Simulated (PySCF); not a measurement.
# C8H8O: the cost of one run

Computed with PySCF 2.14.0 and routines of our own; the level stands in each step. Atoms count from 0.

## (1) The system as given

17 atoms, charge 0, multiplicity 1; geometry from: GFN2-xTB.

## (2) Relaxing the molecule at PBE/def2-SV(P)

Job settings and geometry (Å):

```
{"job": {"xc": "PBE", "basis": "def2-SV(P)", "grid": 1, "kind": "geom"}, "charge": 0, "multiplicity": 1}
O      2.326439     1.449762     0.571119
C      1.353462     0.640802     0.051807
C      1.392479    -0.688128     0.150439
C      0.432458    -1.619425    -0.439697
C     -0.882704    -1.624623    -0.248519
C     -1.635395    -0.706884     0.608795
C     -1.658620     0.616998     0.511802
C     -0.950518     1.413651    -0.492761
C      0.357702     1.419313    -0.706605
H      2.978814     0.917338     1.042201
H      2.237621    -1.153803     0.649932
H      0.881487    -2.412703    -1.028103
H     -1.477970    -2.414214    -0.693518
H     -2.267018    -1.196365     1.342528
H     -2.305192     1.190402     1.166505
H     -1.582749     2.082771    -1.065965
H      0.792705     2.097140    -1.429870
```

Command:

```bash
> OMP_NUM_THREADS=1 python excited_run.py task.json out
```

One launch serves the whole session: the jobs run in the order shown.

**Question.** How long does this first job take on 1 thread of Arm Neoverse V1, shared host, and how much memory does it need?

About 75 s, with a peak of 0.59 GiB.
